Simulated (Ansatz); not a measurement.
# AlGaCl (quartet): from Hartree-Fock to the top rungs at a displaced geometry (v2), cc-pVDZ

The task here is to estimate one member of a computed series from the others.

Program: Ansatz 0.2.0, Gaussian basis. Level of theory: cc-pVDZ, core rule «outside noble gas», up to 24 orbitals frozen. These are calculated values, not measurements.

The runs, in order: UHF; CCSD(T) on ROHF; CCSD(T) on UHF; BCCD(T) on ROHF; CISD; CCSDT(Q) on ROHF; CCSDT(Q) on UHF.

36 further runs of the same task are left out: 11 for a known fault of the program, 13 that didn't finish, 12 set aside as unsound or not needed.

### What is computed

The geometry is a PBE0/def2-TZVP stationary point (not a proven minimum) with its atoms shifted at random (size 0.100 Å). No spin-orbit coupling is included. The filled d shell of Ga may be among the frozen orbitals whatever the setting's name suggests; the logs give the count.

3 atoms, charge 0, spin multiplicity 4.

Atoms are counted from 1 here; the program's logs count them from 0.

Bond lengths: Cl1–Al2 2.109 Å, Al2–Ga3 2.310 Å. Angles: Cl1–Al2–Ga3 173.5°.

The first run:

Contents of in.yaml:

```yaml
crystal:
  periodic: [false, false, false]
  atoms:
    - {symbol: Cl, position_ang: [0.084376, 0.005225, -2.171002]}
    - {symbol: Al, position_ang: [-0.080498, 0.013599, -0.068609]}
    - {symbol: Ga, position_ang: [-0.003878, -0.018825, 2.239611]}
basis:
  gaussian: {orbitals: cc-pVDZ}
magnetization: {spin_polarized: true, initial_magnetization: 3}
hamiltonian: {xc: hf}
output: {orbitals: {seedname: orbitals}}
```

Command:

```sh
$ ansatz run in.yaml --threads 1 --pin off --events-out ev --progress --plain --max-ram 2393MiB
```

Among the steps run: UHF; CCSD(T) on ROHF; CCSD(T) on UHF; BCCD(T) on ROHF; CISD; CCSDT(Q) on ROHF; CCSDT(Q) on UHF.

One table of the session follows, with a row left open; its other results are not shown here.

It belongs to the step «Misses and costs». 

```
   method  from UCCSDT(Q) (meV)
     ROHF               +6787.6
      UHF               +6674.6
     RMP2               +1009.9
     UMP2               +1021.7
     CISD                +856.4
    RCCSD                +275.9
    UCCSD                +258.6
 RCCSD(T)                 +67.4
 UCCSD(T)                 +54.4
  BCCD(T)                     ?
   RCCSDT                 +32.2
   UCCSDT                 +18.2
RCCSDT(Q)                 +14.6
UCCSDT(Q)                     0
```

**Question.** Estimate the row for BCCD(T).

**Answer.** from UCCSDT(Q) (meV): +67.9. In the column «from UCCSDT(Q) (meV)» it lies between RCCSD(T) (+67.4) and UCCSD (+258.6).

To keep in mind: Restricted and unrestricted rows rest on different reference determinants; where their highest levels disagree by more than a few hundredths of an eV, they describe different states and don't form one ladder.
